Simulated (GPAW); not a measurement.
The system is NiMoIrPdW.

```xyz
5
Lattice="4.1467 0.0000 0.0000 -2.0734 3.5911 0.0000 0.0000 0.0000 5.4163" Properties=species:S:1:pos:R:3 pbc="T T T"
Ni    0.0000    0.0000    0.1203
Mo    2.0734    1.1970    2.4913
Pd    0.0000    2.3941    4.0406
Ir    0.0000    2.3941    1.3888
W     2.0734    1.1970    5.4155
```

The cell was built by a generator and needn't be a form met in nature.

Base run:

| Property | Result |
| --- | --- |
| Program | GPAW 26.7.0 |
| Functional | PBE |
| Potentials or basis | GPAW PAW data sets (gpaw-data 1.2.1) |
| Cutoff | 600 eV |
| Basis | pw |
| k mesh | 5 × 5 × 4 |
| Occupations | fermi-dirac, width 0.05 eV |
| Spin | collinear spin, ferromagnetic start |
| Starting moments | [1.0, 1.0, 0.0, 0.6, 0.0] μB |

Its results: pressure 0.3 GPa; net moment 0.00 μB per cell; largest force 0.113 eV/Å.

Question: The run is repeated on the same cell with these changes: functional from PBE to TPSS. What comes out?

Answer: Pressure -4.1 GPa; net moment 0.00 μB per cell; largest force 0.098 eV/Å.

Caveats: the stock nickel data set gives pressures a few GPa off other programs; the PAW data sets were made with another functional, which shifts forces and pressure a little (some runs).
